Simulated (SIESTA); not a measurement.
Runs of SIESTA 5.4.2 on ScTaN. It takes space group P-3m1 (No. 164, trigonal). The conventional cell has a = 3.085 Å, b = 3.085 Å, c = 10.340 Å, α = 90.00°, β = 90.00°, γ = 120.00°. Around Ta (site symmetry 3m) lie 3 N at 2.20 Å. Sc (site symmetry -3m) is surrounded by 6 Sc at 3.09 Å and 6 Ta at 3.10 Å. Sc (site symmetry -3m) has 6 N at 2.23 Å as nearest neighbours. N (site symmetry 3m) is surrounded by 3 Ta at 2.20 Å and 3 Sc at 2.23 Å. The cell comes from a database or a generator and needn't be the stable form of this composition.

```csv
potentials or basis,gap on the mesh (eV),pressure (GPa),largest force (eV/Å)
"PseudoDojo 0.4 standard (PBEsol files), TZDP (energy shift 0.003 Ry; two zetas on semicore shells)",none,-5.6,0.11
"PseudoDojo 0.4 standard (PBEsol files), TZP (energy shift 0.003 Ry; two zetas on semicore shells)",none,(b),0.11
"PseudoDojo 0.4 standard (PBEsol files), DZ (energy shift 0.003 Ry; two zetas on semicore shells)",none,-5.2,0.32
"PseudoDojo 0.4 standard (PBEsol files), SZ (energy shift 0.003 Ry)",none,-14.7,0.98
"PseudoDojo 0.4 standard (PBEsol files), DZP (energy shift 0.003 Ry; two zetas on semicore shells)",none,-5.2,0.08
"PseudoDojo 0.4 standard (PBEsol files), SZP (energy shift 0.003 Ry)",none,(a),0.07
```

Alike in all rows: task band structure; level PBEsol; no spin polarisation; cell as given; k mesh 10 × 10 × 3; smearing fermi-dirac 0.05 eV; grid cutoff 800 Ry; energy shift 0.003 Ry.

Problem. Estimate the missing entries.

Solution. (a) -4.5; (b) -5.7.

Caveats: short orbitals over semicore shells can move pressures by several GPa; spin-orbit coupling is left out, which moves the levels of the heavy elements; the basis of atomic orbitals isn't converged, which shifts pressures, moduli and gaps; the basis has no polarisation orbitals (some runs).

A k mesh can miss the band edges, and the runs leave out spin-orbit coupling on Ta.

A gap of «none» marks a metal or a gap under the smearing width.
